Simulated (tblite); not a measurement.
# CH5Cl2GaN2: the cost of one run

Computed with tblite 0.8.0 and PySCF 2.14.0, with density-fitted response routines of our own, on a single molecule in the gas phase. Atoms count from 0, in the outputs and in this text.

**1. The molecule as given**

11 atoms, charge 0, multiplicity 1; geometry from: force field or distance geometry start.

Bonds of the start (Å): C0–N1 1.28, N1–Ga2 1.88, Ga2–N3 1.94, Ga2–Cl4 2.23, Ga2–Cl5 2.21, C0–H6 1.08, C0–H7 1.10, N3–H8 1.05, N3–H9 1.03, N3–H10 1.05.

**2. Optimising the geometry with GFN2-xTB**

The job: settings as JSON, then the geometry in Å.

```
{"job": {"kind": "relax", "xc": "GFN2-xTB", "basis": "xTB"}, "charge": 0, "multiplicity": 1}
C      2.106700    -0.647000     0.006800
N      1.145900    -0.426600     0.820200
Ga    -0.306900     0.720400     0.489800
N     -1.617500    -0.345300    -0.458900
Cl    -1.201000     1.379400     2.421500
Cl     0.317900     2.451600    -0.728500
H      2.915700    -1.315500     0.256300
H      2.118400    -0.144500    -0.976000
H     -1.096800    -0.891500    -1.192400
H     -2.339400     0.279400    -0.847800
H     -2.037700    -1.057500     0.183200
```

Started as:

```bash
> OMP_NUM_THREADS=1 python probes_run.py task.json out
```

The driver reads the jobs from task.json and runs them one after another.

Q: Estimate the wall time of this first job on 1 thread of Arm Neoverse N1, shared host.

About 1.2 s.
